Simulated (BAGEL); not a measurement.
# HF/6-31G(d) (density fitting with qzvpp-jkfit, spherical functions) run of Al2H6O2 (SMILES [OH+]1[AlH2-][OH+][AlH2-]1)

Aim: the vertical singlet–triplet gap of Al2H6O2 at HF/6-31G* (density fitting with qzvpp-jkfit, spherical functions), from 2 runs. 

The results are computed with BAGEL 1.2.2.

1 further run of the same task is left out (set aside as unsound or not needed).

### Step 1. The molecule

Al2H6O2: 10 atoms, total charge 0, spin state singlet. SMILES: `[OH+]1[AlH2-][OH+][AlH2-]1`. The shape comes from GFN2-xTB, which is rough for such elements, and wasn't checked as a minimum.

Bond lengths: O1–Al2 1.838 Å, Al2–O3 1.836 Å, O1–Al4 1.836 Å, O3–Al4 1.838 Å, O1–H5 0.957 Å, Al2–H6 1.538 Å, Al2–H7 1.538 Å, O3–H8 0.957 Å, Al4–H9 1.538 Å, Al4–H10 1.538 Å. Some angles: O1–Al2–O3 82.8°, Al2–O1–Al4 97.2°, Al2–O3–Al4 97.2°, O1–Al4–O3 82.8°, O1–Al2–H6 110.0°, O1–Al2–H7 110.2°, O3–Al2–H6 110.2°, O3–Al2–H7 110.1°, Al2–O1–H5 131.3°, Al4–O1–H5 131.5°.

### Step 2. A single-point energy at HF/6-31G(d) (density fitting with qzvpp-jkfit, spherical functions)

The input, input.json:

```json
{ "bagel": [

{
  "title": "molecule",
  "basis": "6-31gs.json",
  "df_basis": "qzvpp-jkfit",
  "angstrom": true,
  "geometry": [
    { "atom": "O", "xyz": [      -1.076710,       0.440900,      -0.351400 ] },
    { "atom": "Al", "xyz": [      -0.608230,      -0.650350,       1.051430 ] },
    { "atom": "O", "xyz": [       1.076820,      -0.438400,       0.352780 ] },
    { "atom": "Al", "xyz": [       0.607800,       0.649950,      -1.052130 ] },
    { "atom": "H", "xyz": [      -1.925330,       0.785010,      -0.627960 ] },
    { "atom": "H", "xyz": [      -1.112080,      -2.080860,       0.795970 ] },
    { "atom": "H", "xyz": [      -0.728470,       0.113980,       2.380490 ] },
    { "atom": "H", "xyz": [       1.926010,      -0.781210,       0.629740 ] },
    { "atom": "H", "xyz": [       1.113600,       2.080480,      -0.800860 ] },
    { "atom": "H", "xyz": [       0.726610,      -0.119490,      -2.378070 ] }
  ]
},

{
  "title": "hf",
  "charge": 0
},

{
  "title": "print",
  "file": "orbitals.molden",
  "orbitals": true
}

]}
```

The basis set 6-31G* is read from a file made from the Basis Set Exchange's data (not shown).

On the command line:

```console
$ BAGEL_NUM_THREADS=1 BAGEL input.json > input.out
```

Log:

```text
* using 1 threads per process

  ===============================================================
  ===============================================================

  *** Geometry ***

  { "atom" : "O", "xyz" : [     -2.034687,      0.833180,     -0.664050 ] },
  { "atom" : "Al", "xyz" : [     -1.149388,     -1.228983,      1.986915 ] },
  { "atom" : "O", "xyz" : [      2.034895,     -0.828456,      0.666658 ] },
  { "atom" : "Al", "xyz" : [      1.148576,      1.228227,     -1.988238 ] },
  { "atom" : "H", "xyz" : [     -3.638346,      1.483454,     -1.186672 ] },
  { "atom" : "H", "xyz" : [     -2.101527,     -3.932256,      1.504165 ] },
  { "atom" : "H", "xyz" : [     -1.376609,      0.215391,      4.498474 ] },
  { "atom" : "H", "xyz" : [      3.639631,     -1.476273,      1.190036 ] },
  { "atom" : "H", "xyz" : [      2.104399,      3.931537,     -1.513406 ] },
  { "atom" : "H", "xyz" : [      1.373094,     -0.225803,     -4.493901 ] },

  Number of auxiliary basis functions:      518

  Since a DF basis is specified, we compute 2- and 3-index integrals:
    o Being stored without compression. Storage requirement is 0.024 GB

  Number of basis functions:       76
  Number of electrons      :       48

    * METHOD: MOLECULE                             0.24

  *** RHF ***

  === Nuclear Repulsion ===
   228.0237051127

      * DIIS with orbital gradients will be used.

  === RHF iteration (6-31gs.json) ===
      0       -636.87092376          0.02724435           0.07
      1       -637.05900853          0.01757581           0.06
      2       -637.17051443          0.00145799           0.06
      3       -637.17188123          0.00019698           0.06
      4       -637.17190108          0.00004335           0.06
      5       -637.17190226          0.00000511           0.06
      6       -637.17190229          0.00000122           0.06
      7       -637.17190229          0.00000032           0.06
      8       -637.17190229          0.00000008           0.06
      9       -637.17190229          0.00000003           0.06
     10       -637.17190229          0.00000001           0.06
    * SCF iteration converged.

    * Permanent dipole moment:
           (    0.000249,    -0.003320,     0.000095) a.u.

    * METHOD: HF                                   0.84

    * METHOD: PRINT                                0.01

  ===============================================================
```

It took 1.2 s on 1 thread of Arm Neoverse V2, shared host; peak memory 0.12 GiB.

### Step 3. The triplet

The input, hf.json:

```json
{ "bagel": [

{
  "title": "molecule",
  "basis": "6-31gs.json",
  "df_basis": "qzvpp-jkfit",
  "angstrom": true,
  "geometry": [
    { "atom": "O", "xyz": [      -1.076710,       0.440900,      -0.351400 ] },
    { "atom": "Al", "xyz": [      -0.608230,      -0.650350,       1.051430 ] },
    { "atom": "O", "xyz": [       1.076820,      -0.438400,       0.352780 ] },
    { "atom": "Al", "xyz": [       0.607800,       0.649950,      -1.052130 ] },
    { "atom": "H", "xyz": [      -1.925330,       0.785010,      -0.627960 ] },
    { "atom": "H", "xyz": [      -1.112080,      -2.080860,       0.795970 ] },
    { "atom": "H", "xyz": [      -0.728470,       0.113980,       2.380490 ] },
    { "atom": "H", "xyz": [       1.926010,      -0.781210,       0.629740 ] },
    { "atom": "H", "xyz": [       1.113600,       2.080480,      -0.800860 ] },
    { "atom": "H", "xyz": [       0.726610,      -0.119490,      -2.378070 ] }
  ]
},

{ "title": "uhf", "nopen": 2 },

{ "title": "print", "file": "orbitals.molden", "orbitals": true }

]}
```

The basis set 6-31G* is read from a file made from the Basis Set Exchange's data (not shown).

On the command line:

```console
$ BAGEL_NUM_THREADS=1 BAGEL hf.json > hf.out
```

Log:

```text
* using 1 threads per process

  ===============================================================
  ===============================================================

  *** Geometry ***

  { "atom" : "O", "xyz" : [     -2.034687,      0.833180,     -0.664050 ] },
  { "atom" : "Al", "xyz" : [     -1.149388,     -1.228983,      1.986915 ] },
  { "atom" : "O", "xyz" : [      2.034895,     -0.828456,      0.666658 ] },
  { "atom" : "Al", "xyz" : [      1.148576,      1.228227,     -1.988238 ] },
  { "atom" : "H", "xyz" : [     -3.638346,      1.483454,     -1.186672 ] },
  { "atom" : "H", "xyz" : [     -2.101527,     -3.932256,      1.504165 ] },
  { "atom" : "H", "xyz" : [     -1.376609,      0.215391,      4.498474 ] },
  { "atom" : "H", "xyz" : [      3.639631,     -1.476273,      1.190036 ] },
  { "atom" : "H", "xyz" : [      2.104399,      3.931537,     -1.513406 ] },
  { "atom" : "H", "xyz" : [      1.373094,     -0.225803,     -4.493901 ] },

  Number of auxiliary basis functions:      518

  Since a DF basis is specified, we compute 2- and 3-index integrals:
    o Being stored without compression. Storage requirement is 0.024 GB

  Number of basis functions:       76
  Number of electrons      :       48

    * METHOD: MOLECULE                             0.24

  *** Open-shell HF ***

  === Nuclear Repulsion ===
   228.0237051127

      * DIIS with orbital gradients will be used.

  === UHF iteration (6-31gs.json) ===
      0       -636.53255345          0.05476827           0.13
      1       -636.70605589          0.04201780           0.13
      2       -636.79298250          0.02901356           0.13
      3       -636.87393458          0.00139472           0.13
      4       -636.87699767          0.00142443           0.13
      5       -636.87711260          0.00144179           0.13
      6       -636.87340237          0.00048904           0.13
      7       -636.87358738          0.00029463           0.13
      8       -636.87374626          0.00015046           0.13
      9       -636.87375062          0.00007688           0.12
     10       -636.87375833          0.00003365           0.13
     11       -636.87376156          0.00002259           0.13
     12       -636.87376258          0.00002030           0.13
     13       -636.87376312          0.00001981           0.13
     14       -636.87376349          0.00002020           0.13
     15       -636.87376320          0.00001871           0.12
     16       -636.87376329          0.00002083           0.13
     17       -636.87376314          0.00001749           0.13
     18       -636.87376292          0.00001038           0.13
     19       -636.87376292          0.00000570           0.13
     20       -636.87376305          0.00000251           0.13
     21       -636.87376310          0.00000224           0.13
     22       -636.87376312          0.00000145           0.13
     23       -636.87376313          0.00000122           0.13
     24       -636.87376313          0.00000085           0.13
     25       -636.87376313          0.00000059           0.12
     26       -636.87376314          0.00000044           0.13
     27       -636.87376314          0.00000034           0.13
     28       -636.87376314          0.00000035           0.13
     29       -636.87376314          0.00000033           0.13
     30       -636.87376314          0.00000022           0.13
     31       -636.87376314          0.00000015           0.13
     32       -636.87376314          0.00000009           0.13
     33       -636.87376314          0.00000005           0.13
     34       -636.87376314          0.00000003           0.13
     35       -636.87376314          0.00000002           0.13
     36       -636.87376314          0.00000002           0.13
     37       -636.87376314          0.00000002           0.13
     38       -636.87376314          0.00000002           0.13
     39       -636.87376314          0.00000001           0.12
     40       -636.87376314          0.00000001           0.13
     41       -636.87376314          0.00000001           0.12
    * SCF iteration converged.

    * S^2 (UHF) is 2.0323

    * Permanent dipole moment:
           (   -0.001459,     0.003046,    -0.002187) a.u.

    * METHOD: UHF                                  5.56

    * METHOD: PRINT                                0.01

  ===============================================================
```

It took 6 s on 1 thread of Arm Neoverse V2, shared host; peak memory 0.12 GiB.

### Step 4. Summary of results

Level: HF/6-31G* (density fitting with qzvpp-jkfit, spherical functions).

```
                                        quantity          value
                           singlet: total energy  -637.17190 Eh
                          singlet: dipole moment         0.01 D
                            singlet: HOMO energy      -10.90 eV
                            singlet: LUMO energy        2.42 eV
                          singlet: HOMO–LUMO gap       13.32 eV
                           triplet: total energy  -636.87376 Eh
                          triplet: dipole moment         0.01 D
                                   triplet: ⟨S²⟩          2.032
vertical energy of the triplet above the singlet       8.113 eV
```

What this shows: At this shape the triplet lies 8.11 eV (783 kJ/mol) above the singlet.
